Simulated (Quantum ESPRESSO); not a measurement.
# TiAl3 (I4/mmm) in Quantum ESPRESSO: a series of runs, part 2 of 3

Quantum ESPRESSO 7.5. The steps go on from the part before.

## Step 3: Wannier functions, PBE

The input, pw.in:

```
&CONTROL
  calculation = 'scf'
  prefix = 'pwscf'
  outdir = './tmp'
  pseudo_dir = './pseudo'
  tprnfor = .true.
  tstress = .true.
  disk_io = 'low'
/
&SYSTEM
  ibrav = 0
  celldm(1) = 8
  nat = 4
  ntyp = 2
  ecutwfc = 45
  ecutrho = 360
  nbnd = 17
  occupations = 'smearing'
  smearing = 'fd'
  degauss = 0.00367493
/
&ELECTRONS
  conv_thr = 8d-10
  electron_maxstep = 120
  mixing_beta = 0.5
/
ATOMIC_SPECIES
Ti    47.8670 ti_pbe_v1.4.uspp.F.UPF
Al    26.9815 al_pbe_v1.uspp.F.UPF
CELL_PARAMETERS alat
 -0.4514335490844   0.4514335490844   1.0111614565269
  0.4514335490844  -0.4514335490844   1.0111614565269
  0.4514335490844   0.4514335490844  -1.0111614565269
ATOMIC_POSITIONS crystal
Ti     0.0000000000    0.0000000000    0.0000000000
Al     0.2500000000    0.7500000000    0.5000000000
Al     0.7500000000    0.2500000000    0.5000000000
Al     0.5000000000    0.5000000000    0.0000000000
K_POINTS automatic
8 8 8 0 0 0
```

nscf.in is that of step 2.

The input, pw2wan.in:

```
&INPUTPP
  prefix = 'pwscf'
  outdir = './tmp'
  seedname = 'w'
  write_mmn = .true.
  write_amn = .true.
/
```

bands.in is that of step 2.

Changes to w.win since step 2:

```diff
@@ -3,3 +3,3 @@
 guiding_centres = true
-dis_froz_max = 10.68
+dis_froz_max = 12.68
 dis_num_iter = 600
@@ -7,3 +7,3 @@
 dis_conv_tol = 1.0d-9
-num_iter = 1200
+num_iter = 0
 search_shells = 100
```

Potentials or basis: GBRV 1.5 PBE.

Started as:

```console
> OMP_NUM_THREADS=1 pw.x -in pw.in > pw.out
> OMP_NUM_THREADS=1 pw.x -in nscf.in > nscf.out
> wannier90.x -pp w
> OMP_NUM_THREADS=1 pw2wannier90.x -in pw2wan.in > pw2wan.out
> wannier90.x w
> OMP_NUM_THREADS=1 pw.x -in bands.in > bands.out
```

pw.out:

```text
This program is part of the open-source Quantum ESPRESSO suite
     for quantum simulation of materials; please cite
[... 9 lines left out ...]
     --------------------
     sticks:   dense  smooth     PW     G-vecs:    dense   smooth      PW
     Sum        2355    1183    413                48613    17199    3597

     Using Slab Decomposition

     bravais-lattice index     =            0
     lattice parameter (alat)  =       8.0000  a.u.
     unit-cell volume          =     422.0249 (a.u.)^3
     number of atoms/cell      =            4
     number of atomic types    =            2
     number of electrons       =        21.00
     number of Kohn-Sham states=           17
     kinetic-energy cutoff     =      45.0000  Ry
     charge density cutoff     =     360.0000  Ry
     scf convergence threshold =      8.0E-10
     mixing beta               =       0.5000
     number of iterations used =            8  plain     mixing
     Exchange-correlation= SLA  PW   PBE  PBE
                           (   1   4   3   4   0   0   0)

     celldm(1)=   8.000000  celldm(2)=   0.000000  celldm(3)=   0.000000
     celldm(4)=   0.000000  celldm(5)=   0.000000  celldm(6)=   0.000000

     crystal axes: (cart. coord. in units of alat)
               a(1) = (  -0.451434   0.451434   1.011161 )
               a(2) = (   0.451434  -0.451434   1.011161 )
               a(3) = (   0.451434   0.451434  -1.011161 )

     reciprocal axes: (cart. coord. in units 2 pi/alat)
               b(1) = (  0.000000  1.107583  0.494481 )
               b(2) = (  1.107583  0.000000  0.494481 )
               b(3) = (  1.107583  1.107583  0.000000 )

     PseudoPot. # 1 for Ti read from file:
     ti_pbe_v1.4.uspp.F.UPF
     Pseudo is Ultrasoft + core correction, Zval = 12.0
     Generated by new atomic code, or converted to UPF format
     Using radial grid of  851 points,  6 beta functions with:
                l(1) =   0
                l(2) =   0
                l(3) =   1
                l(4) =   1
                l(5) =   2
                l(6) =   2
     Q(r) pseudized with  6 coefficients,  rinner =    1.000   1.000   1.000
                                                       1.000   1.000

     PseudoPot. # 2 for Al read from file:
     al_pbe_v1.uspp.F.UPF
     Pseudo is Ultrasoft + core correction, Zval =  3.0
     Generated by new atomic code, or converted to UPF format
     Using radial grid of  893 points,  3 beta functions with:
                l(1) =   0
                l(2) =   1
                l(3) =   2
     Q(r) pseudized with  8 coefficients,  rinner =    0.900   0.900   0.900
                                                       0.900   0.900

     atomic species   valence    mass     pseudopotential
     Ti               12.00    47.86700     Ti( 1.00)
     Al                3.00    26.98150     Al( 1.00)

     16 Sym. Ops., with inversion, found

   Cartesian axes

     site n.     atom                  positions (alat units)
         1        Ti     tau(   1) = (   0.0000000   0.0000000   0.0000000  )
         2        Al     tau(   2) = (   0.4514335   0.0000000   0.5055807  )
         3        Al     tau(   3) = (   0.0000000   0.4514335   0.5055807  )
         4        Al     tau(   4) = (   0.0000000   0.0000000   1.0111615  )

     number of k points=    59  Fermi-Dirac smearing, width (Ry)=  0.0037
                       cart. coord. in units 2pi/alat
        k(    1) = (   0.0000000   0.0000000   0.0000000), wk =   0.0039062
        k(    2) = (   0.1384478   0.1384478   0.0000000), wk =   0.0156250
        k(    3) = (   0.2768957   0.2768957   0.0000000), wk =   0.0156250
        k(    4) = (   0.4153435   0.4153435   0.0000000), wk =   0.0156250
        k(    5) = (  -0.5537914  -0.5537914   0.0000000), wk =   0.0078125
        k(    6) = (   0.1384478   0.0000000   0.0618101), wk =   0.0312500
[... 51 lines left out ...]
        k(   58) = (  -0.9691349  -0.1384478   0.0000000), wk =   0.0156250
        k(   59) = (  -1.1075827  -1.1075827  -0.4944809), wk =   0.0039062

     Dense  grid:    48613 G-vectors     FFT dimensions: (  60,  60,  60)

     Smooth grid:    17199 G-vectors     FFT dimensions: (  45,  45,  45)

     Check: negative core charge=   -0.000004

     Initial potential from superposition of free atoms

     starting charge      19.9926, renormalised to      21.0000

     negative rho (up, down):  1.140E-03 0.000E+00
     Starting wfcs are   22 randomized atomic wfcs

     Self-consistent Calculation

     iteration #  1     ecut=    45.00 Ry     beta= 0.50
     Davidson diagonalization with overlap
     ethr =  1.00E-02,  avg # of iterations =  3.8

     Threshold (ethr) on eigenvalues was too large:
     Diagonalizing with lowered threshold

     Davidson diagonalization with overlap
     ethr =  5.91E-04,  avg # of iterations =  2.0

     negative rho (up, down):  1.065E-03 0.000E+00

     total energy              =    -139.46063164 Ry
     estimated scf accuracy    <       0.13245721 Ry

     iteration #  2     ecut=    45.00 Ry     beta= 0.50
     Davidson diagonalization with overlap
     ethr =  6.31E-04,  avg # of iterations =  3.2

     negative rho (up, down):  8.669E-04 0.000E+00

     total energy              =    -139.44907391 Ry
     estimated scf accuracy    <       0.22284371 Ry

     iteration #  3     ecut=    45.00 Ry     beta= 0.50
     Davidson diagonalization with overlap
     ethr =  6.31E-04,  avg # of iterations =  2.2
[... 51 lines left out ...]
     iteration #  9     ecut=    45.00 Ry     beta= 0.50
     Davidson diagonalization with overlap
     ethr =  3.47E-11,  avg # of iterations =  3.3

     negative rho (up, down):  6.334E-04 0.000E+00

     total energy              =    -139.49179339 Ry
     estimated scf accuracy    <          1.1E-09 Ry

     iteration # 10     ecut=    45.00 Ry     beta= 0.50
     Davidson diagonalization with overlap
     ethr =  5.31E-12,  avg # of iterations =  1.9

     negative rho (up, down):  6.334E-04 0.000E+00

     End of self-consistent calculation

          k = 0.0000 0.0000 0.0000 (  2169 PWs)   bands (ev):

   -46.7615 -23.0777 -23.0777 -23.0001  -0.4858   6.8137   7.0180   8.2680
     8.4331   8.4331  10.5263  11.4246  11.4246  11.9501  12.1054  13.5005
    13.5048

          k = 0.1384 0.1384 0.0000 (  2149 PWs)   bands (ev):

   -46.7611 -23.0816 -23.0812 -22.9995  -0.1598   6.8333   7.0768   7.6063
     7.9492   8.4216   9.3648  11.6156  11.7118  11.7228  12.7001  13.4115
    14.2352

          k = 0.2769 0.2769 0.0000 (  2155 PWs)   bands (ev):

   -46.7602 -23.0907 -23.0897 -22.9981   0.7924   6.3946   6.4105   7.3131
     7.4205   8.1147   8.4437  11.6711  11.7140  11.9028  12.8054  12.8940
    13.3182
[... 85 lines left out ...]
          k = 0.1384-0.2769 0.1854 (  2154 PWs)   bands (ev):

   -46.7606 -23.0913 -23.0806 -22.9994   0.5976   5.0177   6.1064   7.8403
     8.0229   9.1161   9.3726  11.1475  11.6176  12.3913  13.3724  13.6762
    14.3359

          k =-0.5538-0.0000-0.2472 (  2156 PWs)   bands (ev):

   -46.7602 -23.1058 -23.0754 -22.9988   2.2981   2.6562   6.0373   6.7084
     8.6043   9.4196  10.1877  11.5005  11.7748  12.4129  12.8598  14.1847
    14.2186

          k =-0.4153 0.1384-0.2472 (  2161 PWs)   bands (ev):

   -46.7602 -23.1012 -23.0797 -22.9988   1.5679   3.8533   5.6137   7.4774
     8.0033   9.2367   9.7553  11.3238  11.3429  12.4452  12.9976  14.2286
    14.9912

          k =-0.2769 0.2769-0.2472 (  2145 PWs)   bands (ev):

   -46.7602 -23.0906 -23.0900 -22.9988   1.2654   4.7731   5.8285   6.6088
     8.4203   8.7380   9.4303  11.3412  11.3940  12.3300  13.3279  13.4142
    14.8489

          k = 0.2769 0.2769 0.1236 (  2140 PWs)   bands (ev):

   -46.7602 -23.0907 -23.0898 -22.9983   0.9127   5.7502   6.1632   7.4036
     7.7667   7.9568   8.9173  11.5216  11.7513  12.1088  12.8802  13.0368
    13.6445

          k = 0.4153 0.4153 0.1236 (  2159 PWs)   bands (ev):

   -46.7593 -23.0991 -23.0983 -22.9967   2.3895   5.3453   5.3923   6.5472
     7.3596   7.9660   8.4095  11.2024  11.6086  11.7014  12.6190  12.9389
    13.7772

          k = 0.5538 0.5538 0.1236 (  2144 PWs)   bands (ev):
[... 203 lines left out ...]
          k =-0.9691-0.1384 0.0000 (  2160 PWs)   bands (ev):

   -46.7611 -23.0818 -23.0816 -23.0022   1.4226   2.3600   6.6415   7.2872
     9.7586   9.9539  10.0766  10.3768  10.9253  13.8444  14.6770  14.7463
    15.4798

          k =-1.1076-1.1076-0.4945 (  2122 PWs)   bands (ev):

   -46.7614 -23.0780 -23.0780 -23.0033   1.1413   2.0423   7.6790   8.7252
     8.7252   9.4562  10.3989  10.3989  10.6427  12.7871  14.4087  15.7621
    15.9723

     the Fermi energy is     9.6842 ev

!    total energy              =    -139.49179339 Ry
     estimated scf accuracy    <          2.1E-11 Ry
     smearing contrib. (-TS)   =      -0.00083313 Ry
     internal energy E=F+TS    =    -139.49096026 Ry

     The total energy is F=E-TS. E is the sum of the following terms:
     one-electron contribution =     -60.86570334 Ry
     hartree contribution      =      38.13747956 Ry
     xc contribution           =     -31.10809586 Ry
     ewald contribution        =     -85.65464062 Ry

     convergence has been achieved in  10 iterations

     negative rho (up, down):  6.334E-04 0.000E+00

     Forces acting on atoms (cartesian axes, Ry/au):

     atom    1 type  1   force =    -0.00000000    0.00000000    0.00000000
     atom    2 type  2   force =    -0.00000000   -0.00000000   -0.00000000
     atom    3 type  2   force =    -0.00000000    0.00000000    0.00000000
     atom    4 type  2   force =     0.00000000   -0.00000000    0.00000000

     Total force =     0.000000     Total SCF correction =     0.000000

     Computing stress (Cartesian axis) and pressure

     negative rho (up, down):  6.334E-04 0.000E+00
          total   stress  (Ry/bohr**3)                   (kbar)     P=       19.43
   0.00013281   0.00000000   0.00000000           19.54        0.00        0.00
   0.00000000   0.00013281   0.00000000            0.00       19.54        0.00
   0.00000000   0.00000000   0.00013063            0.00        0.00       19.22

=------------------------------------------------------------------------------=
   JOB DONE.
=------------------------------------------------------------------------------=
```

Wall time 13 min (1 thread of Arm Neoverse V2, shared host); peak memory 0.31 GiB.

Results:

```
Free energy                   : -1897.8825 eV
Pressure                      : 1.9 GPa
Band gap on the k mesh        : none (metal or under the smearing width)
Total Wannier spread          : 51.84 Å² over 21 functions
RMS miss of the Wannier bands : 0.013 eV
```

Levels at the corners of the path, in eV from the Fermi level:
```
point  band 6  band 7  band 8  band 9  band 10  band 11  band 12  band 13  band 14  band 15
    Γ   -2.87   -2.67   -1.42   -1.25    -1.25     0.84     1.74     1.74     2.27     2.42
    X   -5.11   -4.40   -3.81   -2.75    -2.22    -1.00     1.79     1.96     2.71     2.86
    Y   -5.70   -4.96   -3.65   -2.24    -1.39    -0.87     1.70     1.91     2.22     3.35
    S   -6.81   -5.62   -1.09   -0.76    -0.62     0.57     1.61     2.11     3.05     3.13
    Γ   -2.87   -2.67   -1.42   -1.25    -1.25     0.84     1.74     1.74     2.27     2.42
    Z   -7.64   -2.01   -0.96   -0.96    -0.23     0.71     0.71     0.96     3.10     4.72
   S1   -6.81   -5.62   -1.09   -0.76    -0.62     0.57     1.61     2.11     3.05     3.13
    N   -7.03   -3.65   -2.98   -1.08    -0.26     0.50     1.82     2.09     2.73     3.18
    P   -4.84   -4.84   -4.30   -1.85    -1.85    -1.18     0.88     1.79     1.96     3.18
   Y1   -5.70   -4.96   -3.65   -2.24    -1.39    -0.87     1.70     1.91     2.22     3.35
    Z   -7.64   -2.01   -0.96   -0.96    -0.23     0.71     0.71     0.96     3.10     4.72
    X   -5.11   -4.40   -3.81   -2.75    -2.22    -1.00     1.79     1.96     2.71     2.86
    P   -4.84   -4.84   -4.30   -1.85    -1.85    -1.18     0.88     1.79     1.96     3.18
```

Wannier functions:
```csv
function,nearest atom,distance (Å),spread (Å²),on-site energy from the reference level (eV)
1,1 Ti,0.00,4.43,3.84
2,1 Ti,0.00,4.67,7.04
3,1 Ti,0.00,5.20,8.13
4,1 Ti,0.00,5.20,8.13
5,1 Ti,0.00,1.10,1.76
6,1 Ti,0.00,1.45,1.55
7,1 Ti,0.00,1.45,1.55
8,1 Ti,0.00,1.19,1.51
9,1 Ti,0.00,0.99,1.71
10,2 Al,0.00,2.07,-0.48
11,2 Al,0.00,2.36,4.78
12,2 Al,0.27,2.30,4.98
13,2 Al,0.27,2.30,4.98
14,3 Al,0.00,2.07,-0.48
15,3 Al,0.00,2.36,4.78
16,3 Al,0.27,2.30,4.98
17,3 Al,0.27,2.30,4.98
18,4 Al,0.00,1.69,-0.05
19,4 Al,0.00,1.92,5.39
20,4 Al,0.00,2.24,5.64
21,4 Al,0.00,2.24,5.63
```

Parts of the spread (Å²): invariant 27.74, diagonal 0.007, off-diagonal 24.09, total 51.84. Against the direct bands the interpolation misses by 13 meV (root mean square) and 48 meV at most, for states up to 1 eV over the reference level.

(Part 2 of 3 ends here.)
